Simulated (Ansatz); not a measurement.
**AlIn2N3: compression at zero temperature**

An exercise on one series of results from a longer session: the logs are not shown, and one member is left open.

Program: Ansatz 0.2.0. Level of theory: DFT PBE, scalar-relativistic, plane waves, PAW. These are calculated values, not measurements.

2 further runs of the same task are left out: 2 set aside as unsound or not needed.

## Starting point

Symmetry: Cmc2_1, No. 36, orthorhombic system. Conventional cell: a = 10.291 Å, b = 5.923 Å, c = 5.500 Å, α = 90.00°, β = 90.00°, γ = 90.00°. Around Al (site symmetry m) lie 4 N at 1.91 to 1.92 Å. In (site symmetry 1) is surrounded by 4 N at 2.18 to 2.19 Å. N (site symmetry 1) has 1 Al at 1.91 Å and 3 In at 2.18 to 2.19 Å in its first shell of neighbours. N (site symmetry m) has 2 Al at 1.91 to 1.92 Å and 2 In at 2.19 Å in its first shell of neighbours.

Structure file:

```
Al In N
1.0
     5.14533   -2.96138    0.00000
     5.14533    2.96138    0.00000
     0.00000    0.00000    5.50021
Al In N
2 4 6
Direct
  0.34114 0.65886 0.98922
  0.65886 0.34114 0.48922
  0.98838 0.33541 0.98725
  0.66459 0.01162 0.98725
  0.01162 0.66459 0.48725
  0.33541 0.98838 0.48725
  0.96921 0.33293 0.38539
  0.66707 0.03079 0.38539
  0.03079 0.66707 0.88539
  0.33293 0.96921 0.88539
  0.36829 0.63171 0.33750
  0.63171 0.36829 0.83750
```

It goes back to an entry of the Materials Project, which need not be the stable form.

This cell was relaxed beforehand with the same method: volume 13.97 Å³/atom, gap on the mesh 0.88 eV.

The first run:

Contents of input.yaml:

```yaml
crystal:
  lattice:
    - [5.1622216845, -2.9711055061, 0.0]
    - [5.1622216845, 2.9711055061, 0.0]
    - [0.0, 0.0, 5.5182684362]
  atoms:
    - { symbol: Al, position: [0.341142036, 0.658857964, 0.9892213412] }
    - { symbol: Al, position: [0.658857964, 0.341142036, 0.4892213412] }
    - { symbol: In, position: [0.988376292, 0.335413597, 0.9872496679] }
    - { symbol: In, position: [0.664586403, 0.011623708, 0.9872496679] }
    - { symbol: In, position: [0.011623708, 0.664586403, 0.4872496679] }
    - { symbol: In, position: [0.335413597, 0.988376292, 0.4872496679] }
    - { symbol: "N", position: [0.9692138031, 0.3329317552, 0.385387421] }
    - { symbol: "N", position: [0.6670682448, 0.0307861969, 0.385387421] }
    - { symbol: "N", position: [0.0307861969, 0.6670682448, 0.885387421] }
    - { symbol: "N", position: [0.3329317552, 0.9692138031, 0.885387421] }
    - { symbol: "N", position: [0.3682931194, 0.6317068806, 0.3375044811] }
    - { symbol: "N", position: [0.6317068806, 0.3682931194, 0.8375044811] }
basis:
  ecutwfc: 420
kpoints:
  mp_grid: { grid: [6, 6, 6] }
hamiltonian:
  xc: pbe
scf:
  occupations: { method: gaussian, width: 0.02 }
output:
  forces: true
  stress: true
  eigenvalues: true
relax:
  adjacent_minimum: "off"
  f_tol: 0.008
  max_steps: 50
  cell: { stress_tol: 0.08, p_target: -1.0 }
```

On the command line:

```sh
> ansatz run input.yaml --threads 2 --pin off --max-ram 5120MiB --backend cpu --events-out ev --progress --plain --runs-dir out
```

Steps of the session up to this table: -1 GPa; Seeking the band edges at -1 GPa; Target pressure 1 GPa; Band edges over the zone at 1 GPa; Target pressure 4 GPa; Seeking the band edges at 4 GPa; Target pressure 12 GPa; Seeking the band edges at 12 GPa; Target pressure 25 GPa; The gap over the whole zone at 25 GPa.

One table of the session follows, with a row left open; its other results are not shown here.

Lengths are those of the vectors of the cell that was run:

```
P (GPa)  V (Å³/atom)  a (Å)  b (Å)  c (Å)  ΔH (eV/atom)
     -1        14.07  5.950  5.950  5.514        -0.087
      0        13.97  5.937  5.937  5.500         0.000
      1            ?      ?      ?      ?             ?
      4        13.61  5.887  5.887  5.449         0.344
     12        13.01  5.803  5.803  5.361         1.008
     25        12.25  5.697  5.697  5.245         2.031
```

Estimate the missing values for P (GPa) = 1.

Worked estimate for «V (Å³/atom)». A straight line through the neighbours (0, 13.97) and (4, 13.61) gives 13.97 + (13.61 − 13.97) × (1 − 0) / (4 − 0) = 13.88; a parabola fitted to 4 rows on both sides gives 13.88.

**Answer.** V (Å³/atom): 13.87; a (Å): 5.924; b (Å): 5.924; c (Å): 5.486; ΔH (eV/atom): 0.087. In «V (Å³/atom)» the line misses by +0.01 and the parabola by +0.01.

ΔH is E + PV over the energy at zero pressure; a, b and c are the vectors of the computed cell.

Limits of these values: Other structures may take over in this range; these runs cannot find them.
